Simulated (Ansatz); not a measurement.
**AlBFH₃O₂: how energies converge with the basis set**

An exercise on one series of results from a longer session: the logs are not shown, and one member is left open.

Method: one geometry, several basis sets; program: Ansatz 0.2.0, Gaussian basis.

Plan: PBE0-D4/def2-SVP; ωB97M-V/def2-SVP; PBE0-D4/def2-QZVPP; ωB97M-V/def2-QZVPP; the functionals' def2-TZVPP values are taken from earlier runs.

## The relaxed structure

The geometry comes from an earlier relaxation with PBE0-D4 in a triple-zeta def2 set; it is a stationary point, not always the lowest conformer.

8 atoms, charge 0, spin multiplicity 1.

Atoms are counted from 1 here; the program's logs count them from 0.

Bond lengths: B1–O2 1.335 Å, B1–H6 1.203 Å, B1–H7 1.203 Å, O2–Al3 1.664 Å, Al3–O4 1.677 Å, Al3–F5 1.640 Å, O4–H8 0.955 Å. Angles: O2–B1–H6 119.4°, O2–B1–H7 119.4°, H6–B1–H7 121.2°, B1–O2–Al3 178.9°, O2–Al3–O4 119.3°, O2–Al3–F5 119.0°, O4–Al3–F5 121.7°, Al3–O4–H8 123.4°.

Coordinates:

```mol
AlBFH3O2
  3D, bonds by distance, orders not assigned

  8  7  0  0  0  0  0  0  0  0999 V2000
   -0.2392    1.9278    0.0394 B   0  0
   -0.0564    0.6166   -0.1352 O   0  0
    0.1468   -1.0233   -0.3335 Al  0  0
    0.2694   -2.0058    1.0204 O   0  0
    0.2235   -1.6359   -1.8531 F   0  0
   -1.3581    2.3634    0.1172 H   0  0
    0.7182    2.6527    0.1144 H   0  0
    0.3880   -2.9527    0.9745 H   0  0
  1  2  8  0
  2  3  8  0
  3  4  8  0
  3  5  8  0
  1  6  8  0
  1  7  8  0
  4  8  8  0
M  END
```

Set-up of the first run:

File in.yaml:

```yaml
crystal:
  periodic: [false, false, false]
  atoms:
    - {symbol: B, position_ang: [-0.239153, 1.927830, 0.039369]}
    - {symbol: O, position_ang: [-0.056447, 0.616609, -0.135170]}
    - {symbol: Al, position_ang: [0.146774, -1.023319, -0.333481]}
    - {symbol: O, position_ang: [0.269388, -2.005761, 1.020448]}
    - {symbol: F, position_ang: [0.223503, -1.635891, -1.853125]}
    - {symbol: H, position_ang: [-1.358132, 2.363445, 0.117182]}
    - {symbol: H, position_ang: [0.718242, 2.652692, 0.114435]}
    - {symbol: H, position_ang: [0.388025, -2.952705, 0.974542]}
basis:
  gaussian: {orbitals: def2-SVP}
hamiltonian: {xc: pbe0, dispersion: d4}
output: {orbitals: {seedname: orbitals}}
```

On the command line:

```bash
$ ansatz run in.yaml --threads 2 --pin off --events-out ev --progress --plain --max-ram 4352MiB
```

Among the steps run: PBE0-D4 in def2-SVP; ωB97M-V in def2-SVP; PBE0-D4 in def2-QZVPP; ωB97M-V in def2-QZVPP.

One table of the session follows, with a row left open; its other results are not shown here.

| functional | basis | HOMO (eV) |
| --- | --- | --- |
| PBE0-D4 | def2-SVP | -8.03 |
| PBE0-D4 | def2-TZVPP | -8.14 |
| PBE0-D4 | def2-QZVPP | -8.16 |
| ωB97M-V | def2-SVP | -10.32 |
| ωB97M-V | def2-TZVPP | ? |
| ωB97M-V | def2-QZVPP | -10.51 |

**Question.** Estimate the row for ωB97M-V, def2-TZVPP.

**Answer.** HOMO (eV): -10.49. In the column «HOMO (eV)» it lies between ωB97M-V, def2-QZVPP (-10.51) and ωB97M-V, def2-SVP (-10.32).
